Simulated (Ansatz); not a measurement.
# Si2B3: the cost of one run

Method: DFT PBE, scalar-relativistic, plane waves, PAW, in Ansatz 0.2.0.

1 further run of the same task is left out (it didn't finish).

**1. The structure to begin with**

Symmetry: R-3m, No. 166, trigonal system. The conventional cell has a = 2.919 Å, b = 2.919 Å, c = 20.294 Å, α = 90.00°, β = 90.00°, γ = 120.00°. Si (site symmetry 3m) has 6 B at 2.05 to 2.16 Å as nearest neighbours. B (site symmetry -3m) is surrounded by 6 Si at 2.16 Å. Around B (site symmetry 3m) lie 3 Si at 2.05 Å.

Structure file:

```cif
data_structure
_symmetry_space_group_name_H-M 'R-3m:H'
_symmetry_Int_Tables_number 166
_cell_length_a 2.9186
_cell_length_b 2.9186
_cell_length_c 20.2940
_cell_angle_alpha 90.000
_cell_angle_beta 90.000
_cell_angle_gamma 120.000
_cell_volume 149.71
loop_
_atom_site_label
_atom_site_type_symbol
_atom_site_symmetry_multiplicity
_atom_site_Wyckoff_symbol
_atom_site_fract_x
_atom_site_fract_y
_atom_site_fract_z
_atom_site_occupancy
Si1 Si 6 c 0.33333 0.66667 0.06667 1
B1 B 3 a 0.00000 0.00000 0.00000 1
B2 B 6 c 0.00000 0.00000 0.20950 1
```

(A quick probe on a coarse mesh, which set the mesh and smearing, is not shown.)

**3. Coarse relaxation**

input.yaml

```yaml
crystal:
  lattice:
    - [1.4593154088, 0.8425361441, 6.7646671655]
    - [-1.4593154088, 0.8425361441, 6.7646671655]
    - [0.0, -1.6850722881, 6.7646671655]
  atoms:
    - { symbol: Si, position: [0.4, 0.4, 0.4] }
    - { symbol: Si, position: [0.6, 0.6, 0.6] }
    - { symbol: B, position: [0.0, 0.0, 0.0] }
    - { symbol: B, position: [0.2095, 0.2095, 0.2095] }
    - { symbol: B, position: [0.7905, 0.7905, 0.7905] }
basis:
  ecutwfc: 420
kpoints:
  mp_grid: { grid: [6, 6, 6] }
hamiltonian:
  xc: pbe
scf:
  occupations: { method: gaussian, width: 0.1 }
  lower_state_search: "off"
output:
  forces: true
  stress: true
  eigenvalues: true
relax:
  adjacent_minimum: "off"
  f_tol: 0.04
  max_steps: 70
  cell: { stress_tol: 0.4 }
```

Run with:

```bash
$ ansatz run input.yaml --threads 1 --pin off --max-ram 2560MiB --backend cpu --events-out ev --progress --plain --runs-dir out
```

Q: Estimate wall time and peak memory on 1 thread of Arm Neoverse V2, shared host.

About 18 s, with a peak of 0.31 GiB.
